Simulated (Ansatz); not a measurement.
# C2H10BClN2: single point in a Gaussian basis, by script

A script is to give a single point in a Gaussian basis; the system is C2H10BClN2. SMILES: CN(C)[BH-]([NH3+])Cl.

All numbers are computed with Ansatz 0.2.0 through its Python package. Level of theory: PBE0/def2-SVP.

## 1. The structure

Bond lengths (14 of 15 bonds, heavy atoms first): C1–N2 1.471 Å, N2–C3 1.472 Å, N2–B4 1.563 Å, B4–N5 1.544 Å, B4–Cl6 1.860 Å, C1–H7 1.112 Å, C1–H8 1.112 Å, C1–H9 1.111 Å, C3–H10 1.111 Å, C3–H11 1.112 Å, C3–H12 1.111 Å, B4–H13 1.194 Å, N5–H14 1.045 Å, N5–H15 1.045 Å. Angles (14 of 27 angles, heavy atoms first): C1–N2–C3 110.5°, C1–N2–B4 111.9°, C3–N2–B4 113.4°, N2–B4–N5 112.4°, N2–B4–Cl6 109.6°, N5–B4–Cl6 109.8°, N2–C1–H7 111.6°, N2–C1–H8 110.5°, N2–C1–H9 110.0°, N2–C3–H10 110.7°, N2–C3–H11 111.5°, N2–C3–H12 109.7°, N2–B4–H13 109.7°, N5–B4–H13 108.7°.

c2h10bcln2.xyz, read by the script:

```xyz
16

C    -0.94870   -1.33790   -0.60380
N    -0.82710    0.09950   -0.31670
C    -1.08100    0.36370    1.10870
B     0.53170    0.68300   -0.82330
N     1.70080    0.37200    0.13580
Cl    0.37460    2.52230   -1.04880
H    -0.19150   -1.93200   -0.04710
H    -0.83530   -1.52810   -1.69330
H    -1.96070   -1.69770   -0.31810
H    -0.96190    1.44510    1.33570
H    -0.40010   -0.22640    1.76120
H    -2.12910    0.09300    1.35870
H     0.78710    0.23070   -1.89880
H     1.62260    0.94230    1.00780
H     2.60050    0.61340   -0.33760
H     1.71810   -0.64290    0.37950
```

## 2. The code

The input, run_energy.py:

```python
# -*- coding: utf-8 -*-
'''Single point of C2H10BClN2.'''

from pathlib import Path
import warnings

import ansatz
import numpy as np

warnings.simplefilter('ignore', ansatz.DeckWarning)

system = ansatz.Crystal.molecule_from_extxyz('c2h10bcln2.xyz')

calc = system.calculation().basis(gaussian='def2-SVP').functional('PBE0').forces().orbitals()
print(calc.to_yaml())
res = calc.run(runs_dir='c2h10bcln2_runs')
report = res.report

print('reference energy %16.6f eV' % report['reference_energy_ev'])
print('total energy     %16.6f eV' % report['free_energy_ev'])
print('occupied orbitals outside the frozen core (up, down):', report['n_occupied'], ' frozen:', report['n_frozen'], ' virtual:', report['n_virtual'])

field = report['mean_field']
print('<S^2> =', round(abs(field['state']['spin_squared']), 4), ' all-electron relativity setting:', field['relativity'])
print('passes:', field['passes'])
if 'symmetry' in field:
    print('occupied orbitals by irrep:', field['symmetry']['occupied'])

symbols = [site.symbol for site in system.cartesian_sites]
print('forces (eV/A)')
for symbol, f in zip(symbols, report['forces_ev_ang']):
    print(f'  {symbol:2s} {f[0]:9.4f} {f[1]:9.4f} {f[2]:9.4f}')

charges = report['charge_distribution']
dipole = np.array(charges['dipole_moment_e_ang']) * 4.803205
print('dipole (D): {:.3f} {:.3f} {:.3f}, length {:.3f}'.format(*dipole, np.linalg.norm(dipole)))
print('atom  Mulliken   Lowdin')
for symbol, m, l in zip(symbols, charges['mulliken_charges_e'], charges['lowdin_charges_e']):
    print(f'{symbol:4s} {m:9.3f} {l:8.3f}')

lines = Path(report['orbitals_path']).read_text().splitlines()
field_of = lambda key: [line.split('=')[1].strip() for line in lines if line.startswith(key)]
orbitals = [(27.211386 * float(e), s, float(n)) for e, s, n in zip(field_of('Ene='), field_of('Spin='), field_of('Occup='))]
homo = max(e for e, _, n in orbitals if n > 0.5)
lumo = min(e for e, _, n in orbitals if n < 0.5)
for e, spin, n in sorted(orbitals):
    if homo - 15 < e < lumo + 5:
        print(f'{spin:6s} {e:10.3f} eV  occupation {n:.0f}')
```

## 3. Running it

Started as:

```bash
> python run_energy.py
```

Without the output at hand: what should come out? Wanted: total energy; largest force; dipole moment; HOMO-LUMO gap of the mean field.

The runs gave:

```
                                       quantity           value
                                   total energy  -18398.4982 eV
                                  largest force      3.367 eV/Å
                                  dipole moment          6.69 D
HOMO-LUMO gap of the mean field (PBE0/def2-SVP)         5.68 eV
```

In words: Forces reach 3.37 eV/Å, so the atoms aren't at rest. Caveats:
- The geometry is a force-field or estimated start, not a minimum of this method, and the basis set is short of its limit.
- The Löwdin charges here are taken after orthogonalising the functions within each atom; they differ from plain Löwdin charges, and their signs can be unphysical.
- Alpha marks a spatial orbital of a restricted run, filled by both spins.
- Levels such as HOMO and LUMO are orbital energies: with these approximate functionals they aren't the ionisation energy and electron affinity, and their gap isn't the fundamental gap.
